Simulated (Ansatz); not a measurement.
# Sn3Se: the cost of one run

Computed with Ansatz 0.2.0 (DFT r2SCAN, scalar-relativistic, plane waves, PAW, unless a step's input says otherwise).

2 further runs of the same task are left out: 1 for a known fault of the program, 1 that didn't finish.

## 1. Starting point

It takes space group Pm-3m (No. 221, cubic). Conventional cell: a = 4.742 Å, b = 4.742 Å, c = 4.742 Å, α = 90.00°, β = 90.00°, γ = 90.00°. Sn (site symmetry 4/mmm) is surrounded by 8 Sn at 3.35 Å and 4 Se at 3.35 Å. Se (site symmetry m-3m) has 12 Sn at 3.35 Å as nearest neighbours.

Coordinates:

```cif
data_structure
_symmetry_space_group_name_H-M 'P 1'
_symmetry_Int_Tables_number 1
_cell_length_a 4.7419
_cell_length_b 4.7419
_cell_length_c 4.7419
_cell_angle_alpha 90.000
_cell_angle_beta 90.000
_cell_angle_gamma 90.000
_cell_volume 106.62
loop_
_atom_site_label
_atom_site_type_symbol
_atom_site_fract_x
_atom_site_fract_y
_atom_site_fract_z
_atom_site_occupancy
Sn1 Sn 0.00000 0.50000 0.50000 1
Sn2 Sn 0.50000 0.00000 0.50000 1
Sn3 Sn 0.50000 0.50000 0.00000 1
Se1 Se 0.00000 0.00000 0.00000 1
```

The structure comes from the Materials Project (structure only).

(A quick probe on a coarse mesh, which set the mesh and smearing, is not shown.)

## 3. Relaxing cell and atoms

input.yaml

```yaml
crystal:
  lattice:
    - [4.741879, 0.0, 0.0]
    - [0.0, 4.741879, 0.0]
    - [0.0, 0.0, 4.741879]
  atoms:
    - { symbol: Sn, position: [0.0, 0.5, 0.5] }
    - { symbol: Sn, position: [0.5, 0.0, 0.5] }
    - { symbol: Sn, position: [0.5, 0.5, 0.0] }
    - { symbol: Se, position: [0.0, 0.0, 0.0] }
basis:
  ecutwfc: 500
kpoints:
  mp_grid: { grid: [10, 10, 10] }
hamiltonian:
  xc: r2scan
scf:
  occupations: { method: gaussian, width: 0.1 }
output:
  forces: true
  stress: true
  eigenvalues: true
  write_density: true
  write_potential: true
  elf: true
  volumetric_format: npy
relax:
  adjacent_minimum: "off"
  f_tol: 0.005
  max_steps: 80
  cell: { stress_tol: 0.05 }
```

Launch:

```console
ansatz run input.yaml --threads 1 --pin off --max-ram 2560MiB --backend cpu --events-out ev --progress --plain --runs-dir out
```

Q: Estimate wall time and peak memory on 1 thread of Intel Xeon Platinum 8259CL at 2.50GHz (Skylake/Cascade Lake), shared host.

About 2 min, with a peak of 0.79 GiB.
